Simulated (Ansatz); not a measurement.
**C₄H₇FSi: up Jacob's ladder to CCSD(T)**

One table from this session's results is given with a row withheld; the runs are named, their logs left out.

Method: functionals in def2-TZVPP, the program's frozen cores in correlated methods; program: Ansatz 0.2.0, Gaussian basis.

The runs, in order: PBE-D4, r2SCAN-D4, PBE0-D4, B3LYP-D4, ωB97X-V, ωB97M-V, B2PLYP; CCSD(T)/def2-TZVPP; MP2/def2-QZVPP; extrapolation to the limit.

**The relaxed structure**

The geometry comes from an earlier relaxation with PBE0-D4 in a triple-zeta def2 set; it is a stationary point, not always the lowest conformer.

SMILES `C=C1CC1(F)[SiH3]`, 13 atoms, charge 0, spin multiplicity 1.

Atoms are counted from 1 here; the program's logs count them from 0.

Bond lengths: C1–C2 1.315 Å, C1–H7 1.085 Å, C1–H8 1.085 Å, C2–C3 1.459 Å, C2–C4 1.458 Å, C3–C4 1.527 Å, C3–H9 1.086 Å, C3–H10 1.087 Å, C4–F5 1.382 Å, C4–Si6 1.877 Å, Si6–H11 1.485 Å, Si6–H12 1.485 Å, Si6–H13 1.485 Å. Angles: C2–C1–H7 121.0°, C2–C1–H8 121.4°, H7–C1–H8 117.6°, C1–C2–C3 149.7°, C1–C2–C4 147.0°, C3–C2–C4 63.1°, C2–C3–C4 58.4°, C2–C3–H9 121.2°, C2–C3–H10 116.7°, C4–C3–H9 118.6°, C4–C3–H10 115.5°, H9–C3–H10 114.8°, C2–C4–C3 58.5°, C2–C4–F5 116.8°, C2–C4–Si6 121.5°, C3–C4–F5 115.7°, C3–C4–Si6 120.6°, F5–C4–Si6 113.2° and more.

The first run:

Input file in.yaml:

```yaml
crystal:
  periodic: [false, false, false]
  atoms:
    - {symbol: C, position_ang: [-1.226453, -0.845716, -1.588550]}
    - {symbol: C, position_ang: [-0.308112, -0.702625, -0.658552]}
    - {symbol: C, position_ang: [1.036278, -0.977310, -0.163264]}
    - {symbol: C, position_ang: [0.013603, -0.217583, 0.677881]}
    - {symbol: F, position_ang: [-0.526067, -0.915622, 1.741329]}
    - {symbol: Si, position_ang: [0.234480, 1.613027, 1.029839]}
    - {symbol: H, position_ang: [-2.232666, -0.468199, -1.442560]}
    - {symbol: H, position_ang: [-1.010412, -1.354029, -2.522116]}
    - {symbol: H, position_ang: [1.898263, -0.437537, -0.545361]}
    - {symbol: H, position_ang: [1.240881, -1.995506, 0.156604]}
    - {symbol: H, position_ang: [1.072098, 1.796364, 2.242655]}
    - {symbol: H, position_ang: [0.913785, 2.208927, -0.148745]}
    - {symbol: H, position_ang: [-1.085279, 2.261007, 1.235641]}
basis:
  gaussian: {orbitals: def2-TZVPP}
hamiltonian: {xc: pbe, dispersion: d4}
output: {forces: true, orbitals: {seedname: orbitals}}
```

Run with:

```console
ansatz run in.yaml --threads 4 --pin off --events-out ev --progress --plain --max-ram 10444MiB
```

Steps of the session up to this table: PBE-D4 (GGA); r2SCAN-D4 (meta-GGA); PBE0-D4 (hybrid); B3LYP-D4 (hybrid); ωB97X-V (range-separated); ωB97M-V (range-separated); B2PLYP (double hybrid); CCSD(T) in def2-TZVPP; MP2 in def2-QZVPP.

One of the session's tables, all rows but one given; the rest of the session is left out.

It belongs to the step «Atomisation energies». 

| method | atomisation energy (kJ/mol) |
| --- | --- |
| PBE-D4 | 5190.1 |
| r2SCAN-D4 | 5079.5 |
| PBE0-D4 | 5096.0 |
| B3LYP-D4 | 5056.2 |
| ωB97X-V | 5074.2 |
| ωB97M-V | 5070.5 |
| B2PLYP | 5000.3 |
| HF/def2-TZVPP | 3700.7 |
| MP2/def2-TZVPP | 5010.0 |
| CCSD/def2-TZVPP | ? |
| CCSD(T)/def2-TZVPP | 4918.9 |
| MP2/CBS | 5134.3 |
| CCSD(T)/CBS | 5043.2 |

**Question.** Estimate the row for CCSD/def2-TZVPP.

**Answer.** atomisation energy (kJ/mol): 4839.0. In the column «atomisation energy (kJ/mol)» it lies between HF/def2-TZVPP (3700.7) and CCSD(T)/def2-TZVPP (4918.9).
